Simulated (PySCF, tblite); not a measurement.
# C4H11GaOSi: geometry, infrared bands and NMR shifts

What infrared bands and NMR shifts should C4H11GaOSi (`C=[C](CC)[GaH][O][SiH3]`) show?

The runs use tblite 0.8.0 and PySCF 2.14.0, with density-fitted response routines of our own; the level of theory stands in each step. All values are computed, except where a source is named. Atoms are numbered from 0 throughout.

## (1) The molecule as given

18 atoms, charge 0, multiplicity 1; geometry from: force field or distance geometry start.

Bonds of the start (Å): C0–C1 1.34, C1–C2 1.47, C2–C3 1.51, C1–Ga4 2.14, Ga4–O5 1.74, O5–Si6 1.74, C0–H7 1.09, C0–H8 1.09, C2–H9 1.11, C2–H10 1.11, C3–H11 1.13, C3–H12 1.10, C3–H13 1.10, Ga4–H14 1.64, Si6–H15 1.47, Si6–H16 1.47, Si6–H17 1.47.

## (2) Geometry optimisation with GFN2-xTB

What the job is given:

```
{"job": {"kind": "relax", "xc": "GFN2-xTB", "basis": "xTB"}, "charge": 0, "multiplicity": 1}
C     -0.405900    -2.047300    -0.514300
C     -0.594200    -0.761500    -0.187800
C     -1.633200     0.088900    -0.779700
C     -2.614400     0.638800     0.230600
Ga     0.783500    -0.086000     1.309900
O      1.773200     1.311600     1.007100
Si     3.122600     1.101700    -0.066400
H     -1.040200    -2.530900    -1.258200
H      0.383700    -2.618100    -0.027300
H     -1.177000     0.990500    -1.248600
H     -2.220300    -0.451600    -1.548300
H     -2.970800    -0.168300     0.936900
H     -3.497900     0.981300    -0.332700
H     -2.224900     1.505500     0.782900
H      1.782800    -1.096000     2.136400
H      2.899500    -0.059800    -0.940600
H      3.274000     2.358500    -0.816600
H      4.350700     0.849000     0.698500
```

Run with:

```sh
> OMP_NUM_THREADS=1 python probes_run.py task.json out
```

The driver reads the jobs from task.json and runs them one after another.

**Question.** This job is followed by: GFN2-xTB harmonic vibrations, gas phase; GIAO PBE0/pcSseg-1 NMR shielding, non-relativistic, gas phase. Predict these results of the whole session: strongest single infrared mode (GFN2-xTB); zero-point energy (GFN2-xTB); ¹³C shifts against TMS (PBE0/pcSseg-1); ¹H shifts against TMS (PBE0/pcSseg-1, means over atoms taken as alike); ¹⁷O shifts against H2O (PBE0/pcSseg-1); ²⁹Si shifts against TMS (PBE0/pcSseg-1); shieldings of Ga (PBE0/pcSseg-1).

As calculated:

```
                                                              quantity                                   value
                             strongest single infrared mode (GFN2-xTB)                   1549 cm⁻¹, 552 km/mol
                                          zero-point energy (GFN2-xTB)                           80.2 kcal/mol
                                ¹³C shifts against TMS (PBE0/pcSseg-1)            174.7, 133.9, 36.8, 20.6 ppm
¹H shifts against TMS (PBE0/pcSseg-1, means over atoms taken as alike)  6.42, 5.87, 5.86, 5.46, 2.43, 1.19 ppm
                                ¹⁷O shifts against H2O (PBE0/pcSseg-1)                                73.1 ppm
                               ²⁹Si shifts against TMS (PBE0/pcSseg-1)                               -40.0 ppm
                                      shieldings of Ga (PBE0/pcSseg-1)                          Ga4 1383.8 ppm
```

In words: Over 213 steps the energy fell by 0.892 eV; of the close pairs, C1–Ga4 changed most, 2.144 to 2.027 Å. The lowest mode is slightly imaginary (7i cm⁻¹), a soft motion within the noise of the Hessian, so the minimum is not strictly shown. The strongest single mode, at 1549 cm⁻¹, moves mainly H14. GFN2-xTB is a fitted tight-binding method: band positions and strengths are rough. Its intensities can rank the bands wrongly. At PBE0/pcSseg-1: The largest span, 343 ppm, is at Ga4, where the paramagnetic term is -1257 ppm. Spin-orbit coupling is left out, which matters for shieldings and couplings at and beside the heavy atoms.
